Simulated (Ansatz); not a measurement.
# SiH3O4 (SMILES [O][Si](O)(O)O) at UHSE06/6-31G(d) (spherical functions)

What is the vertical doublet–quartet gap of SiH3O4 at UHSE06/6-31G* (spherical functions)? 

The calculation is run with Ansatz 0.2.0.

60 further runs of the same task are left out: 4 that didn't finish, 56 set aside as unsound or not needed. Runs told in other sessions of the task aren't counted.

## (1) The system as given

SiH3O4 has 8 atoms, charge 0, and is taken as a doublet. As SMILES, `[O][Si](O)(O)O`. Geometry: relaxed at PBE0-D4/def2-TZVP. This is one conformer, not always the lowest.

Bond lengths: O1–Si2 1.656 Å, Si2–O3 1.631 Å, Si2–O4 1.622 Å, Si2–O5 1.624 Å, O3–H6 0.959 Å, O4–H7 0.959 Å, O5–H8 0.958 Å. Angles: O1–Si2–O3 102.2°, O1–Si2–O4 107.0°, O1–Si2–O5 116.5°, O3–Si2–O4 116.6°, O3–Si2–O5 108.2°, O4–Si2–O5 106.6°, Si2–O3–H6 117.6°, Si2–O4–H7 116.9°, Si2–O5–H8 118.2°.

## (2) The energy at UHSE06/6-31G(d) (spherical functions)

The input, input.yaml:

```yaml
crystal:
  periodic: [false, false, false]
  atoms:
    - {symbol: O, position_ang: [-1.417600, 0.247800, 1.193000]}
    - {symbol: Si, position_ang: [-0.195800, 0.058700, 0.091000]}
    - {symbol: O, position_ang: [1.117100, -0.067300, 1.049800]}
    - {symbol: O, position_ang: [-0.249900, 1.339100, -0.902700]}
    - {symbol: O, position_ang: [-0.266300, -1.263500, -0.849700]}
    - {symbol: H, position_ang: [1.271400, 0.633000, 1.686700]}
    - {symbol: H, position_ang: [-0.094000, 1.173100, -1.833800]}
    - {symbol: H, position_ang: [-0.165000, -2.120800, -0.434300]}
basis:
  gaussian: {orbitals: 6-31G_st_-spherical.json}
magnetization: {spin_polarized: true, initial_magnetization: 1}
hamiltonian: {xc: hse06}
accuracy: high
output: {orbitals: {seedname: orbitals}}
```

The basis set 6-31G* is read from a file made from the Basis Set Exchange's data (not shown).

Run with:

```
ansatz run input.yaml --threads 1 --pin off --max-ram 3480MiB --events-out events.jsonl --progress --plain --runs-dir runs
```

Output:

```text
Warning: RAYON_NUM_THREADS=1 ignored (pool sized by the plan → 1); use --threads N
Functional definition: HSE06
  name "HSE06"
  parameter a = 0.25
  parameter omega = 0.11/bohr
  exchange = pbe_x - a*pbe_x_sr(omega) + a*exact_x_sr(omega)
  correlation = pbe_c
1762 factors; integrals over basis functions are off by at most 3.3e-9 eV
95 factors; integrals over basis functions are off by at most 7.1e-10 eV
mean field evaluation 1: about -16094.3377 eV, gradient 5.2e1 eV
mean field evaluation 2: about -16086.2712 eV, gradient 7.0e1 eV
mean field evaluation 4: about -16103.6106 eV, gradient 2.1e0 eV
mean field evaluation 8: about -16103.6579 eV, gradient 1.4e-1 eV
mean field evaluation 16: about -16103.6591 eV, gradient 7.2e-3 eV
mean field evaluation 32: about -16103.6591 eV, gradient 1.1e-6 eV
mean field -16103.65908276 eV, -591.7985558393 hartree, gradient 7.8e-8 eV, S^2 0.753051; 2 other end points of the search recorded, 0 dependent functions left out
reference -16103.65908614 eV, -591.7985559636 hartree; 25, 24 occupied and 55, 56 virtual orbitals, 1762 factors
Total energy: -16103.65908614 eV, -591.7985559636 hartree
```

Wall time 23 s (1 thread of Arm Neoverse V2, shared host); peak memory 0.39 GiB.

## (3) The quartet, same level

The input, run.yaml:

```yaml
crystal:
  periodic: [false, false, false]
  atoms:
    - {symbol: O, position_ang: [-1.417600, 0.247800, 1.193000]}
    - {symbol: Si, position_ang: [-0.195800, 0.058700, 0.091000]}
    - {symbol: O, position_ang: [1.117100, -0.067300, 1.049800]}
    - {symbol: O, position_ang: [-0.249900, 1.339100, -0.902700]}
    - {symbol: O, position_ang: [-0.266300, -1.263500, -0.849700]}
    - {symbol: H, position_ang: [1.271400, 0.633000, 1.686700]}
    - {symbol: H, position_ang: [-0.094000, 1.173100, -1.833800]}
    - {symbol: H, position_ang: [-0.165000, -2.120800, -0.434300]}
basis:
  gaussian:
    orbitals: 6-31G_st_-spherical.json
accuracy: high
hamiltonian:
  xc: hse06
magnetization:
  spin_polarized: true
  initial_magnetization: 3
output: {orbitals: {seedname: orbitals}}
```

The basis set 6-31G* is read from a file made from the Basis Set Exchange's data (not shown).

Run with:

```
ansatz run run.yaml --threads 1 --pin off --max-ram 3480MiB --events-out events.jsonl --progress --plain --runs-dir runs
```

Output, cut to the lines that bear on the results:

```text
Warning: RAYON_NUM_THREADS=1 ignored (pool sized by the plan → 1); use --threads N
[... 6 set-up lines as earlier in the session ...]
1762 factors; integrals over basis functions are off by at most 3.3e-9 eV
95 factors; integrals over basis functions are off by at most 7.1e-10 eV
mean field evaluation 1: about -16084.3423 eV, gradient 5.5e1 eV
mean field evaluation 2: about -16028.7879 eV, gradient 1.2e2 eV
mean field evaluation 4: about -16091.7754 eV, gradient 2.8e1 eV
mean field evaluation 8: about -16095.5135 eV, gradient 1.1e0 eV
mean field evaluation 16: about -16095.5923 eV, gradient 4.2e-1 eV
mean field evaluation 32: about -16095.5641 eV, gradient 8.9e-1 eV
mean field -16095.60426035 eV, -591.5025465755 hartree, gradient 3.2e-8 eV, S^2 3.763017; 6 other end points of the search recorded, 0 dependent functions left out
reference -16095.60426386 eV, -591.5025467044 hartree; 26, 23 occupied and 54, 57 virtual orbitals, 1762 factors
Total energy: -16095.60426386 eV, -591.5025467044 hartree
```

It took 26 s on 1 thread of Arm Neoverse V2, shared host; peak memory 0.39 GiB.

## (4) What came out

At UHSE06/6-31G* (spherical functions):

| quantity | value |
| --- | --- |
| doublet: total energy | -591.79856 Eh |
| doublet: HOMO energy (highest over α and β) | -8.29 eV |
| doublet: LUMO energy (lowest over α and β) | -4.67 eV |
| doublet: ⟨S²⟩ | 0.753 |
| quartet: total energy | -591.50255 Eh |
| quartet: HOMO energy (highest over α and β) | -0.85 eV |
| quartet: ⟨S²⟩ | 3.763 |
| vertical energy of the quartet above the doublet | 8.055 eV |

What this shows: At this shape the quartet lies 8.05 eV (186 kcal/mol) above the doublet.
